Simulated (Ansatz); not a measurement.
Here is an Ansatz input file for Na, space group Pm-3m. Write the same calculation for the Python package.

```yaml
crystal:
  lattice:
    - [7.023343, 0.0, 0.0]
    - [0.0, 7.023343, 0.0]
    - [0.0, 0.0, 7.023343]
  atoms:
    - { symbol: Na, position: [0.0, 0.0, 0.0] }
kpoints:
  mp_grid: { kspacing: 0.3 }
hamiltonian:
  xc: lda
scf:
  occupations: { method: gaussian, width: 0.1 }
output:
  forces: true
```

Launched from the shell:
```console
$ ansatz run input.yaml --threads 1 --pin off --max-ram 3072MiB --backend cpu --events-out ev --progress --plain --runs-dir out
Engine: ansatz 0.2.0, x86_64-unknown-linux-gnu
Pseudopotentials: kind: paw
Pseudopotential: Na, paw, valence charge 9, recommended cutoff 420 eV (normal), Na.paw.azcp
Functional definition: SPW92
  exchange = slater_x
  correlation = pw_c
Crystal: 1 atoms, lattice volume = 346.443 Å³
Basis set: ecut = 420 eV, 6763 PW (Γ)
Bands: 9, of which v1, the nominal top of the filled ones, is band 5 counted from 1 (4 counted from 0)
Symmetry: 48 space group operations
Space group: Pm-3m (ITA 221), of the structure as read, at distance tolerance 7.0e-5 Å
k-points: 4 of 27
Non-local potential: Na, projectors of the file, l = 0: 3, l = 1: 2, l = 2: 1
PAW form: soft (Blöchl's): semilocal exchange-correlation on the pseudo side does not see the compensation charge
PAW frozen core: Na, regenerated for the run's functional, and the local potential with it (the file was generated under x = pbe(κ = 0.804, μ = 0.2195149727645171), c = pbe(β = 0.06672455060314922))
PAW one-centre angular grid: Na, 110 points (default); XC on 64 Gauss nodes
Initial density: superposition of atomic densities (neutral atoms: chi_scale 0, normalization atom), corrected by the library's trained network
Initial wavefunctions: pseudopotential atomic-orbital guess
Functional: x = slater, c = lda
SCF iter   1: F=—  HF=-1465.331258 eV  |F-HF|=—  |Δ(HF+E_count)|=         —  Δρ=1.70e-3  dr2=5.15e-3  ethr=1.77e-3  ⟨swp⟩=4.8  Hψ=249  notcnv=0
preconditioner: auto → LDOS  [insulator: Δε(μ)=0.179 eV  Ē_g=2.403 eV  σ=0.100 eV  W_gap=0.53  n_scr=18 (ndim 8)  ℏωp=2.0 eV  f_vac=0.535  D(μ)=5.23/eV (n_scr^D=26)  ε∞_Penn≈1.7  β→1.0]
SCF iter   2: F=—  HF=-1465.330422 eV  |F-HF|=—  |Δ(HF+E_count)|=   8.36e-4  Δρ=1.39e-3  dr2=2.96e-3  ethr=5.72e-5  ⟨swp⟩=2.0  Hψ=93  notcnv=0
SCF iter   3: F=—  HF=-1465.328284 eV  |F-HF|=—  |Δ(HF+E_count)|=   2.14e-3  Δρ=1.14e-4  dr2=2.57e-4  ethr=3.29e-5  ⟨swp⟩=2.0  Hψ=52  notcnv=0
SCF iter   4: F=—  HF=-1465.328382 eV  |F-HF|=—  |Δ(HF+E_count)|=   9.84e-5  Δρ=2.46e-5  dr2=1.44e-5  ethr=2.86e-6  ⟨swp⟩=1.8  Hψ=39  notcnv=0
SCF iter   5: F=—  HF=-1465.328402 eV  |F-HF|=—  |Δ(HF+E_count)|=   2.00e-5  Δρ=5.39e-6  dr2=3.89e-7  ethr=1.60e-7  ⟨swp⟩=1.8  Hψ=39  notcnv=0
SCF iter   6: F=-1465.328404 eV  HF=-1465.328404 eV  |F-HF|=2.36e-8  |Δ(HF+E_count)|=   1.50e-6  Δρ=1.12e-6  dr2=2.01e-8  ethr=1.11e-9  ⟨swp⟩=4.2  Hψ=96  notcnv=0
SCF 1 converged in 6 iterations: F = -1465.328404 eV  dr2 = 2.01e-8
  greatest PAW one-centre occupation: 0.999 electrons in one spin orbital (limit 2), on the Na atom at site 0 (counted from 0), in its partial waves of l = 0
SCF converged after 6 iterations
Free energy (F): -1465.328404 eV
Harris-Foulkes:  -1465.328404 eV  (|F-HF|=2.36e-8)
Internal energy: -1465.302265 eV  (E = F + TS)
E sigma→0 (E₀):  -1465.315334 eV
Entropy (-TS):   -0.026139 eV (-26.139 meV/atom)
Fermi energy:    -2.287662 eV
--- Per-component energies (eV) ---
  E_band       = -284.891920
  E_kinetic    = 119.202826
  E_local      = -1936.645193  (includes V_loc(G=0)·N_el)
  E_nonlocal   = 116.454242
  E_hartree    = 751.617463
  E_xc         = -35.704686
  E_vxc        = -46.456907  (∫ρ·V_xc dr)
  E_paw        = -244.771846  (= ΣΔE_a)
  E_vpaw       = -40.686088  (= ΣTr[D̂ρ^β])
  E_aug_tail   = -0.000013  (compensation charges beyond the density's cutoff)
  E_ewald      = -235.595948
  E_core_change = 0.140890  (= ΣΔE_core)
  E_smearing   = -0.026139  (= −TS)
  E_closure    = -0.000000  (closes the sum)
  Σ components = -1465.328404   (vs F -1465.328404, Δ=0.00e0)
--- Forces (eV/Å), atoms counted from 1 ---
  atom   1  Na     0.00000000    -0.00000000    -0.00000000
  max |Σ_I F_I| component: 1.75e-32 eV/Å
```

`deck_na.py`
```python
# -*- coding: utf-8 -*-
"""Na from an input typed as a mapping."""

import ansatz


def main():
    settings = {
        "crystal": {
            "lattice": [[7.023343, 0.0, 0.0], [0.0, 7.023343, 0.0], [0.0, 0.0, 7.023343]],
            "atoms": [{"symbol": "Na", "position": [0.0, 0.0, 0.0]}],
        },
        "kpoints": {"mp_grid": {"kspacing": 0.3}},
        "hamiltonian": {"xc": "lda"},
        "scf": {"occupations": {"method": "gaussian", "width": 0.1}},
        "output": {"forces": True},
    }

    done = ansatz.Session.from_dict(settings).plan(threads=1).execute()
    summary = done.report

    n_atoms = len(summary["lattice"]["sites"])
    print("F =", round(summary["free_energy_ev"], 4), "eV for", n_atoms, "atoms")
    print("E(sigma -> 0) =", round(summary["energy_sigma0_ev"], 4), "eV, TS =", round(summary["entropy_ts_ev"], 5), "eV")
    print("closed by", summary["closed_by"], "after", summary["n_iterations"], "iterations")

    # forces, one row an atom
    print("forces (eV/A)")
    for site, force in zip(done.lattice.sites, summary["forces_ev_ang"]):
        print(f"  {site.symbol:2s} {force[0]:9.4f} {force[1]:9.4f} {force[2]:9.4f}")

    print("doubts on the final state:", summary["published_state_doubts"] or "none")
    print("warnings:", sorted({n["data"]["kind"] for n in done.notices if n["data"].get("severity") in ("warning", "doubt")}) or "none")


if __name__ == "__main__":
    main()
```

```console
$ python deck_na.py
DeckWarning: basis.ecutwfc = 420 eV, auto-derived from the records' recommended cutoffs: set by Na (normal level)
F = -1465.3284 eV for 1 atoms
E(sigma -> 0) = -1465.3153 eV, TS = 0.02614 eV
closed by deck_thresholds after 6 iterations
forces (eV/A)
  Na    0.0000   -0.0000   -0.0000
doubts on the final state: none
warnings: none
```
(Warnings from the package without file and line.)

Notes:
- Total energies depend on the potentials; only differences at equal settings carry meaning. A total without «per atom» is that of the cell as typed.
- This isn't the structure that Na takes at ambient conditions.
- Run time: 0.5 s on 1 thread of Intel(R) Xeon(R) 6975P-C (Granite Rapids), with other jobs on the host, peak memory 0.37 GiB.

(A comment or docstring line of the script was reworded after the run, the code is as it ran; lines on the test bed's own set-up are left out of the output.)
